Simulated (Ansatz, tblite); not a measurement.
# The cluster Sn5S5: which isomer is lowest, part 1 of 2

Aim: relax the candidate shapes of the cluster Sn5S5 that a cheap search turned up, and see how the levels of theory order them.

The runs use Ansatz 0.2.0, Gaussian basis; relaxed with PBE0-D4/def2-SVP, singlet.

7 further runs of the same task are left out: 4 that didn't finish, 3 set aside as unsound or not needed. Runs told in other sessions of the task aren't counted.

### 1 Where the work starts

10 atoms, charge 0, spin multiplicity 1.

Atoms are counted from 1 here; the program's logs count them from 0.

Bond lengths: Sn1–S6 2.649 Å, Sn1–S8 2.478 Å, Sn1–S10 2.644 Å, Sn2–S6 2.581 Å, Sn2–S7 2.574 Å, Sn2–S10 2.580 Å, Sn3–S6 2.541 Å, Sn3–S7 2.590 Å, Sn3–S9 2.585 Å, Sn4–S7 2.588 Å, Sn4–S9 2.584 Å, Sn4–S10 2.540 Å, Sn5–S8 2.383 Å, Sn5–S9 2.512 Å. Angles: S6–Sn1–S8 104.6°, S6–Sn1–S10 83.9°, S8–Sn1–S10 104.4°, S6–Sn2–S7 89.7°, S6–Sn2–S10 86.6°, S7–Sn2–S10 89.7°, S6–Sn3–S7 90.2°, S6–Sn3–S9 100.2°, S7–Sn3–S9 84.8°, S7–Sn4–S9 84.9°, S7–Sn4–S10 90.3°, S9–Sn4–S10 100.1°, S8–Sn5–S9 103.2°, Sn1–S6–Sn2 86.9°, Sn1–S6–Sn3 122.5°, Sn2–S6–Sn3 90.4°, Sn2–S7–Sn3 89.5°, Sn2–S7–Sn4 89.5° and more.

Sn takes a core potential in the def2 sets. No spin-orbit coupling is included.

A search from random starts with GFN2-xTB found 9 distinct shapes; 2 go on here. The structure above is candidate A, which lies 0.00 eV above the lowest at that level; B lies 0.58 eV above the lowest at that level.

### 2 Relaxing candidate A

in.yaml reads:

```yaml
crystal:
  periodic: [false, false, false]
  atoms:
    - {symbol: Sn, position_ang: [1.071590, 2.239090, -0.745480]}
    - {symbol: Sn, position_ang: [-1.458750, 0.273800, -2.380330]}
    - {symbol: Sn, position_ang: [0.529340, -2.279620, -0.726350]}
    - {symbol: Sn, position_ang: [-2.141080, -0.382240, 1.127540]}
    - {symbol: Sn, position_ang: [1.956590, -0.029720, 2.836500]}
    - {symbol: S, position_ang: [1.055910, -0.118200, -1.953810]}
    - {symbol: S, position_ang: [-2.006350, -1.834990, -1.009550]}
    - {symbol: S, position_ang: [2.262940, 1.838700, 1.389660]}
    - {symbol: S, position_ang: [0.182850, -1.373130, 1.669780]}
    - {symbol: S, position_ang: [-1.453040, 1.666320, -0.207960]}
basis:
  gaussian: {orbitals: def2-SVP}
hamiltonian: {xc: pbe0, dispersion: d4}
scf: {lower_state_search: "off"}
output: {orbitals: {seedname: orbitals}}
relax: {f_tol: 0.03, max_steps: 70}
```

Run with:

```
$ ansatz run in.yaml --threads 4 --pin off --events-out ev --progress --plain --max-ram 6963MiB
```

The log of the run:

```text
Functional definition: PBE0
  name "PBE0"
  cite "Adamo & Barone, J. Chem. Phys. 110, 6158 (1999) doi:10.1063/1.478522"
  cite "Perdew, Burke & Ernzerhof, Phys. Rev. Lett. 77, 3865 (1996) doi:10.1103/PhysRevLett.77.3865"
  parent pbe
  parameter a = 0.25
  parameter kappa = 0.804
  parameter beta = 0.06672455060314922
  exchange = (1 - a)*pbe_x(kappa = kappa, mu = beta*pi^2/3) + a*exact_x
  correlation = pbe_c(beta = beta)
these checks for a lower state are left out or cut short: stability, starts, cluster_reference, orbital_swaps, neighbouring_geometries, increment
2710 factors; integrals over basis functions are off by at most 3.1e-4 eV
mean field evaluation 1: about -83307.4412 eV, gradient 3.5e1 eV
mean field evaluation 2: about -83300.2689 eV, gradient 5.7e1 eV
mean field evaluation 4: about -83311.4321 eV, gradient 3.4e0 eV
mean field evaluation 8: about -83311.4722 eV, gradient 1.1e-1 eV
mean field evaluation 16: about -83311.4723 eV, gradient 5.6e-5 eV
mean field -83311.47228462 eV, -3061.6401359156 hartree, gradient 5.4e-6 eV, S^2 0.000000; 0 other end points of the search recorded, 0 dependent functions left out
the calculation of the forces begins
reference -83311.47231969 eV, -3061.6401372043 hartree; 95, 95 occupied and 125, 125 virtual orbitals, 2710 factors
relax step   1: F+E_penalty+E_count = -83312.63412500 eV  Δ(F+E_penalty+E_count) = +0.000e0 eV  max|allowed force component| = 6.426e-1 eV/Å  Δτ_max = 0.0000 Å  (17 SCF iters, accepted)
these checks for a lower state are left out or cut short: stability, starts, cluster_reference, orbital_swaps, neighbouring_geometries, increment
2710 factors; integrals over basis functions are off by at most 3.0e-4 eV
mean field -83311.49119374 eV, -3061.6408308131 hartree, gradient 6.0e-6 eV, S^2 0.000000; 0 other end points of the search recorded, 0 dependent functions left out
the calculation of the forces begins
reference -83311.49122935 eV, -3061.6408321216 hartree; 95, 95 occupied and 125, 125 virtual orbitals, 2710 factors
relax step   2: F+E_penalty+E_count = -83312.62211584 eV  Δ(F+E_penalty+E_count) = +1.201e-2 eV  max|allowed force component| = 6.430e-1 eV/Å  Δτ_max = 0.1861 Å  (20 SCF iters, rejected (line search))
these checks for a lower state are left out or cut short: stability, starts, cluster_reference, orbital_swaps, neighbouring_geometries, increment
2710 factors; integrals over basis functions are off by at most 3.1e-4 eV
mean field evaluation 32: about -83311.5617 eV, gradient 5.7e-4 eV
mean field -83311.56166251 eV, -3061.6434204924 hartree, gradient 2.1e-6 eV, S^2 0.000000; 0 other end points of the search recorded, 0 dependent functions left out
the calculation of the forces begins
reference -83311.56169771 eV, -3061.6434217863 hartree; 95, 95 occupied and 125, 125 virtual orbitals, 2710 factors
relax step   3: F+E_penalty+E_count = -83312.70725969 eV  Δ(F+E_penalty+E_count) = -7.313e-2 eV  max|allowed force component| = 3.106e-1 eV/Å  Δτ_max = 0.0930 Å  (20 SCF iters, accepted)
these checks for a lower state are left out or cut short: stability, starts, cluster_reference, orbital_swaps, neighbouring_geometries, increment
2710 factors; integrals over basis functions are off by at most 3.1e-4 eV
mean field -83311.58121300 eV, -3061.6441389597 hartree, gradient 3.6e-6 eV, S^2 0.000000; 0 other end points of the search recorded, 0 dependent functions left out
the calculation of the forces begins
reference -83311.58124824 eV, -3061.6441402549 hartree; 95, 95 occupied and 125, 125 virtual orbitals, 2710 factors
relax step   4: F+E_penalty+E_count = -83312.72585038 eV  Δ(F+E_penalty+E_count) = -1.859e-2 eV  max|allowed force component| = 1.225e-1 eV/Å  Δτ_max = 0.0372 Å  (20 SCF iters, accepted)
these checks for a lower state are left out or cut short: stability, starts, cluster_reference, orbital_swaps, neighbouring_geometries, increment
2710 factors; integrals over basis functions are off by at most 3.1e-4 eV
mean field -83311.58235162 eV, -3061.6441808035 hartree, gradient 2.9e-6 eV, S^2 0.000000; 0 other end points of the search recorded, 0 dependent functions left out
the calculation of the forces begins
reference -83311.58238685 eV, -3061.6441820980 hartree; 95, 95 occupied and 125, 125 virtual orbitals, 2710 factors
relax step   5: F+E_penalty+E_count = -83312.72801834 eV  Δ(F+E_penalty+E_count) = -2.168e-3 eV  max|allowed force component| = 2.978e-2 eV/Å  Δτ_max = 0.0107 Å  (22 SCF iters, accepted)
Total energy: -83312.72805356 eV, -3061.6862845731 hartree
Atom 0 at     1.034643     2.208042    -0.766868 Å, force     0.014020     0.008817     0.011107 eV/Å
Atom 1 at    -1.469284     0.309832    -2.433880 Å, force    -0.007924    -0.003228    -0.008024 eV/Å
Atom 2 at     0.538817    -2.292047    -0.712016 Å, force     0.003701    -0.003514    -0.016587 eV/Å
Atom 3 at    -2.139207    -0.387555     1.148809 Å, force    -0.014158     0.009214    -0.003944 eV/Å
Atom 4 at     1.975836    -0.013734     2.848710 Å, force    -0.017700    -0.016173    -0.008352 eV/Å
Atom 5 at     1.089321    -0.118606    -1.990074 Å, force     0.003436    -0.007583    -0.003965 eV/Å
Atom 6 at    -2.022732    -1.827992    -1.041444 Å, force     0.000861    -0.002123     0.002822 eV/Å
Atom 7 at     2.289259     1.859147     1.402154 Å, force    -0.001913     0.003651    -0.007017 eV/Å
Atom 8 at     0.188055    -1.446731     1.749898 Å, force     0.028036     0.010104     0.029775 eV/Å
Atom 9 at    -1.484707     1.709654    -0.205289 Å, force    -0.008360     0.000836     0.004184 eV/Å
Dipole moment:    -0.008114    -0.204284     0.193889 e Å
Checks for a lower state left out: stability, starts, cluster_reference, orbital_swaps, neighbouring_geometries, increment
```

Run time: 58 s. Hardware: 4 threads of Arm Neoverse V2, shared host; peak memory 1.1 GiB.

Relaxation path: (the energy doesn't fall at every step)

```
step  energy from step 1 (eV)  largest force component (eV/Å)
   1                   0.0000                          0.6426
   2                   0.0120                          0.6430
   3                  -0.0731                          0.3105
   4                  -0.0917                          0.1225
   5                  -0.0939                          0.0298
```

Close pairs (by a distance rule), those that changed most:

```
   bond  before (Å)  after (Å)  change (Å)
 Sn1–S8       2.478      2.530      +0.052
Sn2–S10       2.580      2.632      +0.051
 Sn2–S6       2.581      2.632      +0.051
 Sn4–S9       2.584      2.627      +0.043
 Sn3–S9       2.585      2.627      +0.041
Sn4–S10       2.540      2.581      +0.040
 Sn3–S6       2.541      2.581      +0.040
 Sn2–S7       2.574      2.611      +0.037
```

(Continued in part 2 of 2.)
